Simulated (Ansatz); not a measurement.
# Sn: a tetragonal deformation path

Aim: for Sn, look for other minima along a tetragonal path.

Program: Ansatz 0.2.0. Level of theory: DFT r2SCAN, scalar-relativistic, plane waves, PAW. These are calculated values, not measurements.

3 further runs of the same task are left out: 3 set aside as unsound or not needed.

## (1) The starting structure

Symmetry: I4_1/amd, No. 141, tetragonal system. The conventional cell has a = 5.859 Å, b = 5.859 Å, c = 3.214 Å, α = 90.00°, β = 90.00°, γ = 90.00°. Around Sn (site symmetry -4m2) lie 6 Sn at 3.04 to 3.21 Å.

Structure file:

```xyz
2
Lattice="-2.9294 2.9294 1.6072 2.9294 -2.9294 1.6072 2.9294 2.9294 -1.6072" Properties=species:S:1:pos:R:3 pbc="T T T"
Sn    0.0000    2.9294    0.8036
Sn    0.0000    0.0000    0.0000
```

It goes back to an entry of the Materials Project.

It is the result of an earlier relaxation at this level (volume 27.58 Å³/atom; gap on the mesh: none (metal)).

## (2) The undisturbed cell

Contents of input.yaml:

```yaml
crystal:
  lattice:
    - [-2.9293956016, 2.9293956016, 1.6072172069]
    - [2.9293956016, -2.9293956016, 1.6072172069]
    - [2.9293956016, 2.9293956016, -1.6072172069]
  atoms:
    - { symbol: Sn, position: [0.75, 0.25, 0.5] }
    - { symbol: Sn, position: [0.0, 0.0, 0.0] }
basis:
  ecutwfc: 500
kpoints:
  mp_grid: { grid: [24, 24, 24] }
hamiltonian:
  xc: r2scan
scf:
  occupations: { method: gaussian, width: 0.15 }
output:
  forces: true
  stress: true
  eigenvalues: true
```

Started as:

```
$ ansatz run input.yaml --threads 1 --pin off --max-ram 2560MiB --backend cpu --events-out ev --progress --plain --runs-dir out
```

## (3) Next: a tetragonal deformation path

At fixed volume and fractional coordinates, lengths along (0.000, 0.000, 1.000) are scaled against those across it; ρ is that ratio over its starting value.

## (4) At ρ = 0.850

input.yaml: that of step 2 with these lines changed.

```diff
@@ -2,5 +2,5 @@
   lattice:
-    - [-2.9293956016, 2.9293956016, 1.6072172069]
-    - [2.9293956016, -2.9293956016, 1.6072172069]
-    - [2.9293956016, 2.9293956016, -1.6072172069]
+    - [-3.0924668289, 3.0924668289, 1.4421835044]
+    - [3.0924668289, -3.0924668289, 1.4421835044]
+    - [3.0924668289, 3.0924668289, -1.4421835044]
   atoms:
```

## (5) Point ρ = 1.200

Contents of input.yaml:

```yaml
crystal:
  lattice:
    - [-2.756666804, 2.756666804, 1.8149391575]
    - [2.756666804, -2.756666804, 1.8149391575]
    - [2.756666804, 2.756666804, -1.8149391575]
  atoms:
    - { symbol: Sn, position: [0.75, 0.25, 0.5] }
    - { symbol: Sn, position: [0.0, 0.0, 0.0] }
basis:
  ecutwfc: 500
kpoints:
  mp_grid: { grid: [24, 24, 24] }
hamiltonian:
  xc: r2scan
scf:
  occupations: { method: gaussian, width: 0.15 }
output:
  forces: true
  stress: true
  eigenvalues: true
  write_density: true
  write_potential: true
  elf: true
  volumetric_format: npy
```

## (6) At ρ = 0.920

Contents of input.yaml:

```yaml
crystal:
  lattice:
    - [-3.0119568749, 3.0119568749, 1.5203134053]
    - [3.0119568749, -3.0119568749, 1.5203134053]
    - [3.0119568749, 3.0119568749, -1.5203134053]
  atoms:
    - { symbol: Sn, position: [0.75, 0.25, 0.5] }
    - { symbol: Sn, position: [0.0, 0.0, 0.0] }
basis:
  ecutwfc: 500
kpoints:
  mp_grid: { grid: [24, 24, 24] }
hamiltonian:
  xc: r2scan
scf:
  occupations: { method: gaussian, width: 0.15 }
output:
  forces: true
  stress: true
  eigenvalues: true
```

## (7) ρ = 1.100

input.yaml: that of step 6 with these lines changed.

```diff
@@ -2,5 +2,5 @@
   lattice:
-    - [-3.0119568749, 3.0119568749, 1.5203134053]
-    - [3.0119568749, -3.0119568749, 1.5203134053]
-    - [3.0119568749, 3.0119568749, -1.5203134053]
+    - [-2.8377913686, 2.8377913686, 1.7126542506]
+    - [2.8377913686, -2.8377913686, 1.7126542506]
+    - [2.8377913686, 2.8377913686, -1.7126542506]
   atoms:
```

## (8) At ρ = 0.960

input.yaml: that of step 7 with these lines changed.

```diff
@@ -2,5 +2,5 @@
   lattice:
-    - [-2.8377913686, 2.8377913686, 1.7126542506]
-    - [2.8377913686, -2.8377913686, 1.7126542506]
-    - [2.8377913686, 2.8377913686, -1.7126542506]
+    - [-2.9695292956, 2.9695292956, 1.5640671525]
+    - [2.9695292956, -2.9695292956, 1.5640671525]
+    - [2.9695292956, 2.9695292956, -1.5640671525]
   atoms:
```

(Steps that only read results are left out.)

Before running it: what results should come out? Wanted: highest point.

The runs gave:

| quantity | value |
| --- | --- |
| highest point | 102.4 meV/atom at ρ = 0.850 |

No sampled point lies below the undisturbed cell. No further minimum shows among the sampled points.
